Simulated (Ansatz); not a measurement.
# ClH3O2Si: the cost of one run

Program: Ansatz 0.2.0. Level of theory: RHF/def2-SVP. These are calculated values, not measurements.

### 1 The starting structure

Bond lengths: Si1–H2 1.660 Å, Si1–O3 1.880 Å, O3–H4 1.010 Å, Si1–Cl5 2.128 Å, Si1–O6 1.679 Å, O6–H7 1.010 Å. Angles: H2–Si1–O3 45.4°, H2–Si1–Cl5 121.8°, H2–Si1–O6 121.8°, O3–Si1–Cl5 122.6°, O3–Si1–O6 122.6°, Cl5–Si1–O6 109.5°, Si1–O3–H4 106.0°, Si1–O6–H7 109.5°.

As a file:

```xyz
7

Si    0.0000    0.0000    0.0000
H     0.8436    0.0000    1.4296
O     1.8237    0.0000    0.4570
H     2.1400   -0.9521    0.3404
Cl   -1.0032    1.7381   -0.7093
O    -0.7913   -1.3709   -0.5594
H    -1.2459   -1.8365    0.2129
```

### 2 Pulling towards end A

Springs on the bonds that form and break draw the guess towards this end; the thresholds are loose.

input.yaml reads:

```yaml
crystal:
  periodic: [false, false, false]
  atoms:
    - { symbol: Si, position_ang: [0.0, 0.0, 0.0] }
    - { symbol: H, position_ang: [0.8436, 0.0, 1.4296] }
    - { symbol: O, position_ang: [1.8237, 0.0, 0.457] }
    - { symbol: H, position_ang: [2.14, -0.9521, 0.3404] }
    - { symbol: Cl, position_ang: [-1.0032, 1.7381, -0.7093] }
    - { symbol: O, position_ang: [-0.7913, -1.3709, -0.5594] }
    - { symbol: H, position_ang: [-1.2459, -1.8365, 0.2129] }
basis:
  gaussian: { orbitals: def2-SVP }
hamiltonian:
  xc: hf
relax:
  f_tol: 0.15
  max_steps: 25
  restrain:
    - { distance: [1, 2], at: 2.21, k: 30.0 }
    - { distance: [0, 1], at: 1.46, k: 30.0 }
    - { distance: [0, 2], at: 1.68, k: 30.0 }
```

Started as:

```
ansatz run input.yaml --threads 1 --pin off --max-ram 2048MiB --backend cpu --events-out ev --progress --plain --runs-dir out
```

What time and memory should one allow on 1 thread of Arm Neoverse V1, shared host?

About 27 s, with a peak of 0.12 GiB.
